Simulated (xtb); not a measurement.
# GFN1-xTB (GBSA methanol, coordinate dihedral, coordinate atoms (4, 2, 1, 5), etemp 500 K, force constant 0.05 in the program's units) run of doublet [AlHSBr2]+

Aim: a structure relaxation of doublet [AlHSBr2]+. 

The results are computed with xtb 6.7.1.

4 further runs of the same task are left out: 4 set aside as unsound or not needed.

## 1. The molecule

The species is [AlHSBr2]+ (5 atoms), meant as a doublet with charge +1. SMILES of the parent species: `[SH][Al]([Br])[Br]`. The shape was relaxed beforehand at GFN2-xTB. The run starts from this shape.

Bond lengths: S1–Al2 2.190 Å, Al2–Br3 2.258 Å, Al2–Br4 2.257 Å, S1–H5 1.334 Å. Angles: S1–Al2–Br3 120.8°, S1–Al2–Br4 120.8°, Br3–Al2–Br4 118.4°, Al2–S1–H5 92.5°.

## 2. A geometry optimisation at GFN1-xTB (GBSA methanol, coordinate dihedral, coordinate atoms (4, 2, 1, 5), etemp 500 K, force constant 0.05 in the program's units)

input.inp reads:

```
$chrg 1
$spin 1
$opt
   exact rf
   maxdispl=2
$scc
   temp=500
$constrain
   force constant=0.05
   dihedral: 4, 2, 1, 5, 120.2
$end
```

input.xyz reads:

```xyz
5
start
S      0.16737400     1.72008900    -0.39483200
Al     0.24635100    -0.44757300    -0.09113800
Br     1.36492900    -1.32807200     1.66104600
Br    -0.77321900    -1.85531000    -1.53148800
H     -0.95553400     1.83726700     0.31491200
```

On the command line:

```console
xtb input.xyz --gbsa methanol -o tight --gfn 1 -I input.inp -v > out.txt
```

Q: Predict the results. Wanted: total energy at the end; HOMO energy; LUMO energy; dispersion energy; solvent term in the energy.

**Answer.** As computed:

Level: GFN1-xTB (GBSA methanol, coordinate dihedral, coordinate atoms (4, 2, 1, 5), etemp 500 K, force constant 0.05 in the program's units).

```
                   quantity          value
    total energy at the end   -13.01280 Eh
HOMO energy (partly filled)      -14.50 eV
                LUMO energy      -10.08 eV
          dispersion energy   -6.36 kJ/mol
 solvent term in the energy  -224.9 kJ/mol
```

In words: At the final geometry: Bond lengths: S1–Al2 2.152 Å, Al2–Br3 2.298 Å, Al2–Br4 2.287 Å, S1–H5 1.320 Å. Angles: S1–Al2–Br3 116.4°, S1–Al2–Br4 120.6°, Br3–Al2–Br4 122.0°, Al2–S1–H5 105.1°.
